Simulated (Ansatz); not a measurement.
# GeH2OS: a ladder of functionals and wavefunction methods

The task here is to estimate one member of a computed series from the others.

Method: functionals in def2-TZVPP, the program's frozen cores in correlated methods; program: Ansatz 0.2.0, Gaussian basis.

The runs, in order: LDA (SPW92), PBE-D4, revPBE-D4, BLYP-D4, r2SCAN-D4, B97M-V, PBE0-D4, B3LYP-D4, r2SCANh-D4, r2SCAN0-D4, HSE06-D4, BHLYP-D4, CAM-B3LYP-D4, LC-ωPBE, ωB97X-V, ωB97M-V, B2PLYP, PBE-QIDH; CCSD(T)/def2-SVP; CCSD(T)/def2-TZVPP; CCSD(T)/def2-QZVPP; extrapolation to the limit; RPA on PBE.

### Structure used throughout

All runs share one geometry, relaxed beforehand with PBE0-D4 in a triple-zeta def2 set.

SMILES `[OH][Ge][SH]`, 5 atoms, charge 0, spin multiplicity 1.

Atoms are counted from 1 here; the program's logs count them from 0.

Bond lengths: O1–Ge2 1.782 Å, O1–H4 0.961 Å, Ge2–S3 2.260 Å, S3–H5 1.343 Å. Angles: Ge2–O1–H4 117.4°, O1–Ge2–S3 97.9°, Ge2–S3–H5 93.6°.

The first run:

Contents of in.yaml:

```yaml
crystal:
  periodic: [false, false, false]
  atoms:
    - {symbol: O, position_ang: [-1.346040, -1.001263, 0.399812]}
    - {symbol: Ge, position_ang: [-0.897419, 0.628925, -0.164199]}
    - {symbol: S, position_ang: [1.343253, 0.336538, -0.206293]}
    - {symbol: H, position_ang: [-0.632530, -1.625174, 0.561369]}
    - {symbol: H, position_ang: [1.582736, 1.587373, -0.632091]}
basis:
  gaussian: {orbitals: def2-TZVPP}
hamiltonian: {xc: lda}
output: {orbitals: {seedname: orbitals}}
```

Run with:

```console
$ ansatz run in.yaml --threads 2 --pin off --events-out ev --progress --plain --max-ram 32768MiB --backend cpu
```

Among the steps run: LDA; PBE-D4 (GGA); revPBE-D4 (GGA); BLYP-D4 (GGA); r2SCAN-D4 (meta-GGA); B97M-V (meta-GGA); B3LYP-D4 (hybrid); r2SCANh-D4 (hybrid); r2SCAN0-D4 (hybrid); HSE06-D4 (hybrid); BHLYP-D4 (hybrid); CAM-B3LYP-D4 (range-separated); LC-ωPBE (range-separated); ωB97X-V (range-separated); ωB97M-V (range-separated); B2PLYP (double hybrid); PBE-QIDH (double hybrid).

One table of the session follows, with a row left open; its other results are not shown here.

It belongs to the step «Orbital energies across the functionals». 

| functional | HOMO (eV) | LUMO (eV) | gap (eV) |
| --- | --- | --- | --- |
| LDA (SPW92) | ? | ? | ? |
| PBE-D4 | -6.30 | -2.72 | 3.58 |
| revPBE-D4 | -6.24 | -2.64 | 3.60 |
| BLYP-D4 | -6.16 | -2.61 | 3.55 |
| r2SCAN-D4 | -6.57 | -2.69 | 3.88 |
| B97M-V | -6.53 | -2.57 | 3.95 |
| PBE0-D4 | -7.35 | -1.99 | 5.36 |
| B3LYP-D4 | -7.17 | -2.20 | 4.97 |
| r2SCANh-D4 | -6.95 | -2.40 | 4.55 |
| r2SCAN0-D4 | -7.53 | -1.98 | 5.55 |
| HSE06-D4 | -6.96 | -2.37 | 4.59 |
| BHLYP-D4 | -8.28 | -1.17 | 7.11 |
| CAM-B3LYP-D4 | -8.60 | -0.98 | 7.62 |
| LC-ωPBE | -9.86 | 0.10 | 9.96 |
| ωB97X-V | -9.53 | 0.04 | 9.57 |
| ωB97M-V | -9.40 | -0.05 | 9.35 |

Q: Estimate the row for LDA (SPW92) from the others.

The run gave: HOMO (eV): -6.46; LUMO (eV): -2.94; gap (eV): 3.52. In the column «HOMO (eV)» it lies between B97M-V (-6.53) and PBE-D4 (-6.30).
